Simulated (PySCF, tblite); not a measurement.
**C5H8BClO: geometry, infrared bands and NMR shifts**

What infrared bands and NMR shifts should C5H8BClO (`C=C/C=C(\Cl)OBC`) show?

Programs: tblite 0.8.0 and PySCF 2.14.0, with density-fitted response routines of our own. Each step states its level of theory. These are calculated values for one molecule in the gas phase, unless marked as measured. Atoms count from 0, in the outputs and in this text.

**1. The starting structure**

16 atoms, charge 0, multiplicity 1; geometry from: force field or distance geometry start.

Bonds of the start (Å): C0–C1 1.35, C1–C2 1.46, C2–C3 1.34, C3–Cl4 1.75, C3–O5 1.40, O5–B6 1.49, B6–C7 1.59, C0–H8 1.09, C0–H9 1.07, C1–H10 1.07, C2–H11 1.08, B6–H12 1.19, C7–H13 1.09, C7–H14 1.12, C7–H15 1.10.

**2. Geometry optimisation with GFN2-xTB**

Job settings and geometry (Å):

```
{"job": {"kind": "relax", "xc": "GFN2-xTB", "basis": "xTB"}, "charge": 0, "multiplicity": 1}
C      3.497600    -0.639000    -0.567200
C      2.606600     0.359500    -0.355700
C      1.294200    -0.089100     0.106100
C      0.300500     0.767700     0.357100
Cl     0.571900     2.487700     0.183300
O     -0.919400     0.235100     0.781500
B     -2.062300     0.097200    -0.164000
C     -3.509600     0.306700     0.460000
H      3.109500    -1.635700    -0.383300
H      4.495100    -0.442600    -0.895300
H      2.864700     1.390600    -0.491100
H      1.070700    -1.142700     0.234500
H     -1.898000     0.557000    -1.244100
H     -3.473600     1.254900     0.998800
H     -3.630400    -0.484100     1.245900
H     -4.325300     0.253300    -0.277900
```

The run is started by

```
$ OMP_NUM_THREADS=1 python probes_run.py task.json out
```

The driver reads the jobs from task.json and runs them one after another.

**Question.** This job is followed by: GFN2-xTB harmonic vibrations, gas phase; GIAO PBE0/pcSseg-1 NMR shielding, non-relativistic, gas phase. What will the session give for the following? strongest single infrared mode (GFN2-xTB); zero-point energy (GFN2-xTB); 13C shifts against TMS (PBE0/pcSseg-1); 1H shifts against TMS (PBE0/pcSseg-1, means over atoms taken as alike); 35Cl shifts against HCl (PBE0/pcSseg-1); 17O shifts against H2O (PBE0/pcSseg-1); 11B shifts against BF3·OEt2 (PBE0/pcSseg-1); surface potential, 1st and 99th percentile.

As calculated:

| quantity | value |
| --- | --- |
| strongest single infrared mode (GFN2-xTB) | 1309 cm⁻¹, 428 km/mol |
| zero-point energy (GFN2-xTB) | 73.8 kcal/mol |
| 13C shifts against TMS (PBE0/pcSseg-1) | 153.2, 140.0, 125.5, 120.1, 8.8 ppm |
| 1H shifts against TMS (PBE0/pcSseg-1, means over atoms taken as alike) | 6.97, 6.26, 5.92, 5.61, 5.56, 0.63 ppm |
| 35Cl shifts against HCl (PBE0/pcSseg-1) | 226 ppm |
| 17O shifts against H2O (PBE0/pcSseg-1) | 264.4 ppm |
| 11B shifts against BF3·OEt2 (PBE0/pcSseg-1) | 47.0 ppm |
| surface potential, 1st and 99th percentile | -0.58 V and 1.06 V |

What this shows: Relaxing lowered the energy by 1.106 eV in 168 steps; the close pair that moved most is O5–B6, from 1.490 to 1.345 Å. All 42 modes are real, so the xTB geometry is a minimum. The strongest single mode, at 1309 cm⁻¹, has its largest shares on O5, B6 and H10 (the list is cut at 3 atoms). GFN2-xTB is a fitted tight-binding method: band positions and strengths are rough. Its intensities can rank the bands wrongly. H10 (hydrogen on an alkene CH) lies farthest downfield among hydrogen, at 6.97 ppm; olefinic region. At PBE0/pcSseg-1: The widest tensor belongs to Cl4: span 427 ppm, with a paramagnetic part of -424 ppm. By nearest atom (PBE0/pcSseg-1), the HOMO sits on C0, C2, C3 about 20 % each; C1 9 % and the LUMO on C0, C3 about 18 % each; B6 17 %.
